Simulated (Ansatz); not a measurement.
# GeH2: the cost of one run

Program: Ansatz 0.2.0, Gaussian basis. Level of theory: PBE0-D4/def2-SVP. These are calculated values, not measurements.

**1. Where the work starts**

SMILES `[GeH2]`, 3 atoms, charge 0, spin multiplicity 1.

Atoms are counted from 1 here; the program's logs count them from 0.

Bond lengths: Ge1–H2 1.607 Å, Ge1–H3 1.607 Å. Angles: H2–Ge1–H3 86.5°.

As a file:

```xyz
3
charge 0, multiplicity 1
Ge   -0.59530    0.42319   -0.27532
H     0.78114    0.70712    0.50384
H    -0.18584   -1.13030   -0.22853
```

**2. The run**

The input, md/in.yaml:

```yaml
crystal:
  periodic: [false, false, false]
  atoms:
    - {symbol: Ge, position_ang: [-0.595300, 0.423190, -0.275320]}
    - {symbol: H, position_ang: [0.781140, 0.707120, 0.503840]}
    - {symbol: H, position_ang: [-0.185840, -1.130300, -0.228530]}
basis:
  gaussian: {orbitals: def2-SVP}
hamiltonian: {xc: pbe0, dispersion: d4}
md: {n_steps: 40, timestep: 1.0, temperature: 300, ensemble: nve, seed: 73, initial_velocities: maxwell_boltzmann}
```

Command:

```
$ ansatz run in.yaml --threads 2 --pin off --events-out ev --progress --plain --max-ram 3481MiB
```

Q: Estimate wall time and peak memory on 2 threads of Arm Neoverse V2, shared host.

About 14 s, with a peak of 0.08 GiB.
